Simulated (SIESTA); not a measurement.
The system is Cd2S.

```
Cd S
1.0
     3.96267    0.00000    0.00000
    -1.98134    3.43177    0.00000
     0.00000    0.00000    5.80919
Cd S
2 1
Direct
  0.33333 0.66667 0.93272
  0.66667 0.33333 0.57873
  0.33333 0.66667 0.36571
```

The cell comes from a database or a generator and needn't be the stable form of this composition.

Base run:

| Property | Result |
| --- | --- |
| Program | SIESTA 5.4.2 |
| Functional | PBE |
| Potentials or basis | PseudoDojo 0.4 standard (PBE files) |
| Basis | DZP (energy shift 0.003 Ry; two zetas on semicore shells) |
| Grid cutoff | 800 Ry |
| Energy shift | 0.003 Ry |
| k mesh | 8 × 8 × 5 |
| Occupations | fermi-dirac, width 0.05 eV |
| Spin | no spin polarisation |

Its results: pressure -0.6 GPa; largest force 0.094 eV/Å.

**Question.** The run is repeated on the same cell with these changes: functional from PBE to PBEsol; potentials or basis from PseudoDojo 0.4 standard (PBE files) to PseudoDojo 0.4 standard (PBEsol files). What comes out?

**Answer.** Pressure -3.5 GPa; largest force 0.158 eV/Å.

Caveats: the basis of atomic orbitals isn't converged, which shifts pressures, moduli and gaps; the basis holds too few empty states to meet the f-sum rule, so the spectrum is short of weight at high energy (some runs).
